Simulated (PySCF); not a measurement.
**Ti³⁺: interval between two levels with spin-orbit coupling**

Wanted: the interval between two levels of titanium, up a ladder of methods.

Method: two-component X2C-1e, generalised determinants. Code: PySCF 2.14.0.

**1. What is computed**

- Element: titanium (Z = 22)
- Basis: x2c-TZVPall-2c with one added diffuse shell each of s, p, d type (7s8p5d1f, 63 functions)
- Hamiltonian: two-component X2C-1e, Gaussian nucleus, no Breit or QED terms; spin-orbit coupling, run by run: off; screened by Boettger's factors
- Core shells frozen in the correlated runs: [Ne] (for Ti³⁺)
- State 1: Ti³⁺ 4p1 2P3/2: [Ar] 4p1; 4p3/2 filled at m_j = +3/2
- Needed too, but not shown: Ti³⁺ [Ar] 3d1 (2D)
- Methods: GHF, GMP2

The outer shells:

Ti3+ [Ar] 4p1
```
[Ar] core
4p [↑ ][  ][  ]
```

A driver program built on PySCF's X2C-1e integrals ran all steps in one process from the settings above; there is no separate input file.

It was started by

```bash
> OMP_NUM_THREADS=1 python sorun2.py TASK.json OUT
```

The integrals over 63 functions and the set-up took 0.61 s of CPU time.

**2. Ti³⁺ 4p1 2P3/2**

**GHF (spin-free)**

Output:

```text
cycle= 1 E= -850.5023114595  delta_E= -851  |FDS-SDF|= 0.00528
cycle= 2 E= -850.5044978684  delta_E= -0.00219  |FDS-SDF|= 0.00165
cycle= 3 E= -850.5047247024  delta_E= -0.000227  |FDS-SDF|= 0.000177
cycle= 4 E= -850.5047265286  delta_E= -1.83e-06  |FDS-SDF|= 2.9e-05
cycle= 5 E= -850.5047265490  delta_E= -2.04e-08  |FDS-SDF|= 3.53e-06
cycle= 6 E= -850.5047265492  delta_E= -1.83e-10  |FDS-SDF|= 5.29e-07
```

Time after the integrals: 0.69 s (1 thread of Neoverse-V1, shared host).

Occupied spinors (without spin-orbit coupling the j labels only name the start):

| spinor shell | electrons | mean energy (eV) | weight of the nominal j | rms radius (bohr) |
| --- | --- | --- | --- | --- |
| 1s1/2 | 2 | -5061.1 | 1.000 | 0.0804 |
| 2s1/2 | 2 | -634.32 | 1.000 | 0.350 |
| 2p3/2 | 4 | -529.91 | 0.833 | 0.320 |
| 2p1/2 | 2 | -529.81 | 0.667 | 0.320 |
| 3s1/2 | 2 | -120.36 | 1.000 | 1.05 |
| 3p3/2 | 4 | -89.259 | 0.833 | 1.11 |
| 3p1/2 | 2 | -89.015 | 0.667 | 1.12 |
| 4p3/2 | 1 | -26.714 | 1.000 | 3.10 |

M_J = 3/2, ⟨J²⟩ = 3.750, ⟨L²⟩ = 2.000, ⟨S²⟩ = 0.750.

**GMP2 (spin-free)**

No log was kept for this step.

It took 0.18 s on 1 thread of Neoverse-V1, shared host, the integrals not counted.

With 9 electrons correlated, the MP2 correlation energy is -0.20917 hartree. Largest pairs: 3p3/2-3p3/2 -0.0723, 3p1/2-3p3/2 -0.0702, 3p1/2-3p1/2 -0.0189, 3p3/2-3s1/2 -0.0137, 3p3/2-4p3/2 -0.0118.

**GHF (screened spin-orbit)**

Output:

```text
cycle= 1 E= -850.5076016144  delta_E= -851  |FDS-SDF|= 0.00554
cycle= 2 E= -850.5097713130  delta_E= -0.00217  |FDS-SDF|= 0.00164
cycle= 3 E= -850.5099926883  delta_E= -0.000221  |FDS-SDF|= 0.000203
cycle= 4 E= -850.5099955578  delta_E= -2.87e-06  |FDS-SDF|= 3.37e-05
cycle= 5 E= -850.5099955907  delta_E= -3.28e-08  |FDS-SDF|= 3.68e-06
cycle= 6 E= -850.5099955909  delta_E= -2.07e-10  |FDS-SDF|= 5.37e-07
```

Time after the integrals: 0.69 s (1 thread of Neoverse-V1, shared host).

Occupied spinors:

| spinor shell | electrons | mean energy (eV) | weight of the nominal j | rms radius (bohr) |
| --- | --- | --- | --- | --- |
| 1s1/2 | 2 | -5061.1 | 1.000 | 0.0804 |
| 2s1/2 | 2 | -634.33 | 1.000 | 0.350 |
| 2p1/2 | 2 | -533.84 | 1.000 | 0.318 |
| 2p3/2 | 4 | -527.94 | 1.000 | 0.321 |
| 3s1/2 | 2 | -120.37 | 1.000 | 1.05 |
| 3p1/2 | 2 | -89.650 | 0.970 | 1.11 |
| 3p3/2 | 4 | -88.964 | 0.985 | 1.12 |
| 4p3/2 | 1 | -26.681 | 1.000 | 3.11 |

M_J = 3/2, ⟨J²⟩ = 3.750, ⟨L²⟩ = 2.001, ⟨S²⟩ = 0.750.

**GMP2 (screened spin-orbit)**

This step left no log, only its results.

Time after the integrals: 0.18 s (1 thread of Neoverse-V1, shared host).

With 9 electrons correlated, the MP2 correlation energy is -0.20909 hartree. Largest pairs: 3p3/2-3p3/2 -0.0718, 3p1/2-3p3/2 -0.0713, 3p1/2-3p1/2 -0.0183, 3p3/2-3s1/2 -0.0137, 3p3/2-4p3/2 -0.0126.

**3. The energy differences**

Interval between two levels: Ti³⁺ [Ar] 3d1 [3d5/2^1, M_J = 5/2] → Ti³⁺ [Ar] 4p1 [4p3/2^1, M_J = 3/2].

| method | value (eV) |
| --- | --- |
| GHF (spin-free) | 15.532 |
| GMP2 (spin-free) | 15.110 |
| GHF (screened spin-orbit) | 15.545 |
| GMP2 (screened spin-orbit) | 15.124 |

The differences also use runs on Ti³⁺ [Ar] 3d1 (2D), which are not shown here.

**4. Outcome**

| quantity | value |
| --- | --- |
| interval between two levels, Ti³⁺ → 4p1 2P3/2 | GHF (spin-free) 15.532, GMP2 (screened spin-orbit) 15.124 eV |

**Reading.** The methods span 0.435 eV, from GMP2 (spin-free) (15.110) to GHF (screened spin-orbit) (15.545). No reference value is at hand in this session. Spin-orbit coupling moves the difference by +0.015 eV at GMP2. All values hold for this basis alone; no basis-set limit was taken.
